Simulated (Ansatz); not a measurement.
# AlBClH4N: the cost of one run

All numbers below are computed with Ansatz 0.2.0 (RKS PBE-D4/def2-SVP).

## Step 1: The structure to begin with

Bond lengths: B1–Al2 2.073 Å, Al2–N3 1.787 Å, Al2–Cl4 2.043 Å, B1–H5 1.176 Å, B1–H6 1.175 Å, N3–H7 1.012 Å, N3–H8 1.014 Å. Angles: B1–Al2–N3 122.2°, B1–Al2–Cl4 123.8°, N3–Al2–Cl4 113.9°, Al2–B1–H5 123.8°, Al2–B1–H6 121.3°, H5–B1–H6 114.9°, Al2–N3–H7 127.5°, Al2–N3–H8 125.1°, H7–N3–H8 107.4°.

As a file:

```xyz
8

B    -0.4970    1.6806   -0.3441
Al   -0.1935   -0.3679   -0.4309
N     0.7212   -1.2493    0.8263
Cl   -0.9043   -1.5609   -1.9290
H    -1.0129    2.3027   -1.1984
H    -0.1548    2.3091    0.5873
H     1.1587   -0.8640    1.6531
H     0.8826   -2.2503    0.8357
```

## Step 2: End point A

Input file input.yaml:

```yaml
crystal:
  periodic: [false, false, false]
  atoms:
    - { symbol: B, position_ang: [-0.49703, 1.68057, -0.3441] }
    - { symbol: Al, position_ang: [-0.19349, -0.36785, -0.43089] }
    - { symbol: "N", position_ang: [0.72118, -1.2493, 0.82629] }
    - { symbol: Cl, position_ang: [-0.90426, -1.56094, -1.92902] }
    - { symbol: H, position_ang: [-1.01291, 2.30271, -1.19835] }
    - { symbol: H, position_ang: [-0.1548, 2.30912, 0.58731] }
    - { symbol: H, position_ang: [1.15872, -0.864, 1.65309] }
    - { symbol: H, position_ang: [0.88259, -2.25031, 0.83567] }
basis:
  gaussian: { orbitals: def2-SVP }
hamiltonian:
  xc: pbe
  dispersion: d4
relax:
  f_tol: 0.015
  max_steps: 40
```

The run is started by

```sh
ansatz run input.yaml --threads 1 --pin off --max-ram 2048MiB --backend cpu --events-out ev --progress --plain --runs-dir out
```

**Question.** How long does this run take on 1 thread of an x86-64 CPU, shared host, and how much memory does it need?

About 70 s, with a peak of 0.16 GiB.
